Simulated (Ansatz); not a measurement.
# C2H10AlBSi: a ladder of functionals and wavefunction methods

The task here is to estimate one member of a computed series from the others.

Method: functionals in def2-TZVPP, the program's frozen cores in correlated methods; program: Ansatz 0.2.0, Gaussian basis.

Plan: PBE-D4, r2SCAN-D4, PBE0-D4, B3LYP-D4, ωB97X-V, ωB97M-V, B2PLYP; CCSD(T)/def2-TZVPP; MP2/def2-QZVPP; extrapolation to the limit.

**The geometry**

The geometry comes from an earlier relaxation with PBE0-D4 in a triple-zeta def2 set; it is a stationary point, not always the lowest conformer.

SMILES `[CH3][Al]([CH3])[BH][SiH3]`, 15 atoms, charge 0, spin multiplicity 1.

Atoms are counted from 1 here; the program's logs count them from 0.

Bond lengths: C1–Al2 1.963 Å, C1–H6 1.095 Å, C1–H7 1.092 Å, C1–H8 1.097 Å, Al2–C3 1.962 Å, Al2–B4 2.116 Å, C3–H9 1.093 Å, C3–H10 1.094 Å, C3–H11 1.097 Å, B4–Si5 2.005 Å, B4–H12 1.202 Å, Si5–H13 1.491 Å, Si5–H14 1.491 Å, Si5–H15 1.498 Å. Angles: Al2–C1–H6 111.1°, Al2–C1–H7 114.0°, Al2–C1–H8 109.7°, H6–C1–H7 108.1°, H6–C1–H8 106.5°, H7–C1–H8 107.2°, C1–Al2–C3 119.1°, C1–Al2–B4 120.1°, C3–Al2–B4 120.7°, Al2–C3–H9 113.6°, Al2–C3–H10 111.7°, Al2–C3–H11 109.4°, H9–C3–H10 108.3°, H9–C3–H11 106.9°, H10–C3–H11 106.6°, Al2–B4–Si5 123.6°, Al2–B4–H12 121.9°, Si5–B4–H12 114.4° and more.

Set-up of the first run:

in.yaml reads:

```yaml
crystal:
  periodic: [false, false, false]
  atoms:
    - {symbol: C, position_ang: [-1.632118, -0.362322, 1.771472]}
    - {symbol: Al, position_ang: [-0.451300, 0.478650, 0.448426]}
    - {symbol: C, position_ang: [0.631434, 2.025372, 0.981586]}
    - {symbol: B, position_ang: [-0.299624, -0.324748, -1.503236]}
    - {symbol: Si, position_ang: [1.126193, -1.618305, -2.064329]}
    - {symbol: H, position_ang: [-1.140371, -0.439172, 2.746699]}
    - {symbol: H, position_ang: [-1.979122, -1.358332, 1.486913]}
    - {symbol: H, position_ang: [-2.522300, 0.260681, 1.920705]}
    - {symbol: H, position_ang: [0.944244, 2.650873, 0.142036]}
    - {symbol: H, position_ang: [0.105941, 2.658155, 1.703326]}
    - {symbol: H, position_ang: [1.545663, 1.676445, 1.477582]}
    - {symbol: H, position_ang: [-1.032401, 0.021710, -2.391206]}
    - {symbol: H, position_ang: [1.723059, -2.406439, -0.948038]}
    - {symbol: H, position_ang: [0.746691, -2.576250, -3.141493]}
    - {symbol: H, position_ang: [2.212112, -0.737018, -2.600841]}
basis:
  gaussian: {orbitals: def2-TZVPP}
hamiltonian: {xc: pbe, dispersion: d4}
output: {forces: true, orbitals: {seedname: orbitals}}
```

Started as:

```bash
> ansatz run in.yaml --threads 4 --pin off --events-out ev --progress --plain --max-ram 10444MiB
```

Among the steps run: PBE-D4 (GGA); r2SCAN-D4 (meta-GGA); PBE0-D4 (hybrid); B3LYP-D4 (hybrid); ωB97X-V (range-separated); ωB97M-V (range-separated); B2PLYP (double hybrid); CCSD(T) in def2-TZVPP; MP2 in def2-QZVPP.

One table of the session follows, with a row left open; its other results are not shown here.

It belongs to the step «Atomisation energies». 

```
            method  atomisation energy (kJ/mol)
            PBE-D4                       5024.4
         r2SCAN-D4                       5027.1
           PBE0-D4                       4999.7
          B3LYP-D4                       5010.2
           ωB97X-V                            ?
           ωB97M-V                       5013.5
            B2PLYP                       4947.1
     HF/def2-TZVPP                       3860.7
    MP2/def2-TZVPP                       4892.2
   CCSD/def2-TZVPP                       4842.3
CCSD(T)/def2-TZVPP                       4889.6
           MP2/CBS                       4999.6
       CCSD(T)/CBS                       4997.0
```

**Question.** Estimate the row for ωB97X-V.

**Answer.** atomisation energy (kJ/mol): 5025.2. In the column «atomisation energy (kJ/mol)» it lies between PBE-D4 (5024.4) and r2SCAN-D4 (5027.1).

Limits of these values: Free atoms (2 C, 1 Al, 1 B, 1 Si, 10 H) were run apart at each level; the atomisation energy is their sum less the molecule, without zero-point or spin-orbit terms.
